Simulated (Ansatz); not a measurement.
# ZrB2: the cost of one run

Program: Ansatz 0.2.0. Level of theory: DFT r²SCAN, scalar-relativistic, plane waves, PAW. These are calculated values, not measurements.

**1. Starting point**

It takes space group P6/mmm (No. 191, hexagonal). The conventional cell has a = 3.167 Å, b = 3.167 Å, c = 3.551 Å, α = 90.00°, β = 90.00°, γ = 120.00°. Zr (site symmetry 6/mmm) has 12 B at 2.55 Å as nearest neighbours. B (site symmetry -6m2) is surrounded by 3 B at 1.83 Å and 6 Zr at 2.55 Å.

Coordinates:

```cif
data_structure
_symmetry_space_group_name_H-M 'P 1'
_symmetry_Int_Tables_number 1
_cell_length_a 3.1674
_cell_length_b 3.1674
_cell_length_c 3.5511
_cell_angle_alpha 90.000
_cell_angle_beta 90.000
_cell_angle_gamma 120.000
_cell_volume 30.85
loop_
_atom_site_label
_atom_site_type_symbol
_atom_site_fract_x
_atom_site_fract_y
_atom_site_fract_z
_atom_site_occupancy
Zr1 Zr 0.00000 0.00000 0.00000 1
B1 B 0.33333 0.66667 0.50000 1
B2 B 0.66667 0.33333 0.50000 1
```

This cell comes from an earlier session at r²SCAN: 10.285 Å³/atom at 0.00 GPa, on a 14×14×12 mesh.

**2. Field gradients and densities at the nuclei**

input.yaml

```yaml
crystal:
  lattice:
    - [3.1674102762, 0.0, 0.0]
    - [-1.5837051381, 2.7430577634, 0.0]
    - [0.0, 0.0, 3.551149656]
  atoms:
    - { symbol: Zr, position: [0.0, 0.0, 0.0] }
    - { symbol: B, position: [0.3333333333, 0.6666666667, 0.5] }
    - { symbol: B, position: [0.6666666667, 0.3333333333, 0.5] }
basis:
  ecutwfc: 500
  ecutrho_ratio: 4
kpoints:
  mp_grid: { grid: [14, 14, 12] }
hamiltonian:
  xc: r2scan
scf:
  occupations: { method: gaussian, width: 0.05 }
output:
  forces: true
  stress: true
  eigenvalues: true
  efg:
    contact_densities: true
    quadrupole_moments_barn: { B: 0.04059, Zr: -0.176 }
```

Launch:

```sh
ansatz run input.yaml --threads 1 --pin off --max-ram 2560MiB --backend cpu --events-out ev --progress --plain --runs-dir out
```

**Question.** How long does this run take on 1 thread of Intel Xeon at 2.60GHz (Ice Lake), shared host, and how much memory does it need?

About 8.7 s, with a peak of 0.52 GiB.
